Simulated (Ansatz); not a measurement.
# Al3InAs4: the cost of one run

Program: Ansatz 0.2.0. Level of theory: DFT PBE, scalar-relativistic, plane waves, PAW. These are calculated values, not measurements.

### 1 The system as given

Symmetry: I-42m, No. 121, tetragonal system. The conventional cell has a = 5.837 Å, b = 5.837 Å, c = 11.657 Å, α = 90.00°, β = 90.00°, γ = 90.00°. Al (site symmetry -42m) has 4 As at 2.48 Å as nearest neighbours. Al (site symmetry -4) has 4 As at 2.49 Å as nearest neighbours. In (site symmetry -42m) has 4 As at 2.65 Å as nearest neighbours. As (site symmetry m) has 3 Al at 2.48 to 2.49 Å and 1 In at 2.65 Å as nearest neighbours.

Coordinates:

```cif
data_structure
_symmetry_space_group_name_H-M 'I-42m'
_symmetry_Int_Tables_number 121
_cell_length_a 5.8373
_cell_length_b 5.8373
_cell_length_c 11.6569
_cell_angle_alpha 90.000
_cell_angle_beta 90.000
_cell_angle_gamma 90.000
_cell_volume 397.20
loop_
_atom_site_label
_atom_site_type_symbol
_atom_site_symmetry_multiplicity
_atom_site_Wyckoff_symbol
_atom_site_fract_x
_atom_site_fract_y
_atom_site_fract_z
_atom_site_occupancy
Al1 Al 2 a 0.00000 0.00000 0.00000 1
Al2 Al 4 d 0.50000 0.00000 0.25000 1
In1 In 2 b 0.50000 0.50000 0.00000 1
As1 As 8 i 0.26347 0.26347 0.36947 1
```

It is the end of an earlier relaxation with the same method, from a generated guess; it needn't be the stable form of this composition. At a tolerance of 0.02 Å it has space group I-42m (No. 121); it has 24.82 Å³/atom, an uncorrected energy of -0.42 eV/atom over the elements.

### 2 Bands, states and charges

input.yaml

```yaml
crystal:
  lattice:
    - [-2.9186524828, 2.9186524828, 5.8284497531]
    - [2.9186524828, -2.9186524828, 5.8284497531]
    - [2.9186524828, 2.9186524828, -5.8284497531]
  atoms:
    - { symbol: Al, position: [0.0, 0.0, 0.0] }
    - { symbol: Al, position: [0.25, 0.75, 0.5] }
    - { symbol: Al, position: [0.75, 0.25, 0.5] }
    - { symbol: In, position: [0.5, 0.5, 0.0] }
    - { symbol: As, position: [0.6329415583, 0.6329415583, 0.5269456755] }
    - { symbol: As, position: [0.1059958827, 0.1059958827, 0.4730543245] }
    - { symbol: As, position: [0.8940041173, 0.3670584417, 0.0] }
    - { symbol: As, position: [0.3670584417, 0.8940041173, 0.0] }
basis:
  ecutwfc: 420
kpoints:
  mp_grid: { grid: [8, 8, 8] }
  band_path:
    path:
      - [[0.0, 0.0, 0.0], [0.0, 0.0, 0.5], [0.25, 0.25, 0.25], [0.0, 0.5, 0.0], [0.0, 0.0, 0.0], [0.5, 0.5, -0.5], [0.31269006, 0.68730994, -0.31269006]]
      - [[-0.31269006, 0.31269006, 0.31269006], [0.0, 0.0, 0.0]]
      - [[0.0, 0.0, 0.5], [-0.12538012, 0.12538012, 0.5]]
      - [[0.5, 0.5, -0.12538012], [0.5, 0.5, -0.5]]
    npoints: 14
hamiltonian:
  xc: pbe
scf:
  occupations: { method: gaussian, width: 0.02 }
  n_extra_bands: 20
output:
  forces: true
  stress: true
  eigenvalues: true
  populations: true
  dos: { projected: true, de: 0.02, nscf_kmesh: { grid: [12, 12, 12] } }
  bader: true
```

Run with:

```sh
> ansatz run input.yaml --threads 1 --pin off --max-ram 2560MiB --backend cpu --events-out ev --progress --plain --runs-dir out
```

Q: Estimate wall time and peak memory on 1 thread of Intel Xeon at 2.50GHz (Skylake/Cascade Lake), shared host.

About 11 min, with a peak of 1.3 GiB.
